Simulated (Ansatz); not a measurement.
# C4H9F4HfNO2: how energies converge with the basis set

How large a basis does C4H9F4HfNO2 need? Two functionals are run in growing sets.

Method: one geometry, several basis sets; program: Ansatz 0.2.0, Gaussian basis.

Plan: PBE0-D4/def2-SVP; ωB97M-V/def2-SVP; PBE0-D4/def2-QZVPP; ωB97M-V/def2-QZVPP; the functionals' def2-TZVPP values are taken from earlier runs.

### 1 Structure used throughout

An earlier PBE0-D4 in a triple-zeta def2 set relaxation fixed the geometry. Hf takes the def2 core potential; no spin-orbit term is included.

21 atoms, charge 0, spin multiplicity 1.

Atoms are counted from 1 here; the program's logs count them from 0.

Bond lengths: C1–N2 1.445 Å, C1–H13 1.096 Å, C1–H14 1.099 Å, C1–H15 1.099 Å, N2–C3 1.443 Å, N2–Hf4 2.021 Å, C3–H16 1.092 Å, C3–H17 1.099 Å, C3–H18 1.099 Å, Hf4–O5 1.923 Å, Hf4–F6 1.928 Å, Hf4–O7 1.952 Å, O5–H19 0.952 Å, O7–C8 1.372 Å, C8–C9 1.516 Å, C8–H20 1.097 Å, C8–H21 1.097 Å, C9–F10 1.337 Å and more. Angles: N2–C1–H13 111.2°, N2–C1–H14 111.6°, N2–C1–H15 111.8°, H13–C1–H14 107.0°, H13–C1–H15 107.5°, H14–C1–H15 107.6°, C1–N2–C3 112.8°, C1–N2–Hf4 119.9°, C3–N2–Hf4 127.3°, N2–C3–H16 110.7°, N2–C3–H17 111.5°, N2–C3–H18 111.3°, H16–C3–H17 107.8°, H16–C3–H18 107.8°, H17–C3–H18 107.5°, N2–Hf4–O5 106.9°, N2–Hf4–F6 107.9°, N2–Hf4–O7 108.7° and more.

### 2 PBE0-D4 in def2-SVP

Contents of in.yaml:

```yaml
crystal:
  periodic: [false, false, false]
  atoms:
    - {symbol: C, position_ang: [-0.207390, 2.583054, 0.328838]}
    - {symbol: N, position_ang: [-0.375753, 1.274612, 0.917832]}
    - {symbol: C, position_ang: [0.416633, 1.092376, 2.109555]}
    - {symbol: Hf, position_ang: [-1.562062, -0.090768, 0.015868]}
    - {symbol: O, position_ang: [-1.946973, -1.446843, 1.323324]}
    - {symbol: F, position_ang: [-3.106265, 0.831885, -0.677791]}
    - {symbol: O, position_ang: [-0.610948, -0.824935, -1.523140]}
    - {symbol: C, position_ang: [0.533553, -1.235283, -2.159175]}
    - {symbol: C, position_ang: [1.326441, -2.194512, -1.293979]}
    - {symbol: F, position_ang: [0.647397, -3.316116, -1.032657]}
    - {symbol: F, position_ang: [1.641783, -1.643055, -0.111821]}
    - {symbol: F, position_ang: [2.467987, -2.539690, -1.899078]}
    - {symbol: H, position_ang: [-0.829047, 2.698124, -0.566195]}
    - {symbol: H, position_ang: [-0.499347, 3.380517, 1.026593]}
    - {symbol: H, position_ang: [0.835681, 2.765780, 0.033378]}
    - {symbol: H, position_ang: [0.251241, 0.100575, 2.535788]}
    - {symbol: H, position_ang: [1.490881, 1.193048, 1.899342]}
    - {symbol: H, position_ang: [0.159962, 1.835191, 2.878315]}
    - {symbol: H, position_ang: [-2.138888, -2.306946, 1.682699]}
    - {symbol: H, position_ang: [0.304696, -1.760979, -3.093837]}
    - {symbol: H, position_ang: [1.200409, -0.396044, -2.393868]}
basis:
  gaussian: {orbitals: def2-SVP}
hamiltonian: {xc: pbe0, dispersion: d4}
output: {orbitals: {seedname: orbitals}}
```

Command:

```sh
ansatz run in.yaml --threads 4 --pin off --events-out ev --progress --plain --max-ram 46080MiB --backend cpu
```

After this run come: ωB97M-V in def2-SVP; PBE0-D4 in def2-QZVPP; ωB97M-V in def2-QZVPP.

Q: Predict the results of all the runs planned. Wanted: PBE0-D4: double and triple zeta above quadruple; ωB97M-V: double and triple zeta above quadruple.

The runs gave:

| quantity | value |
| --- | --- |
| PBE0-D4: double and triple zeta above quadruple | 25.99, 1.10 eV |
| ωB97M-V: double and triple zeta above quadruple | 26.60, 1.04 eV |

**Reading.** For PBE0-D4 the step from double to triple zeta gains 24.88 eV and the next only 1.10 eV. These are total energies; as a rule much of such shifts cancels in differences, which this series doesn't test. The LUMO of ωB97M-V is positive and keeps falling with the basis (1.38 to 0.64 eV): an unbound level that the basis holds in place.
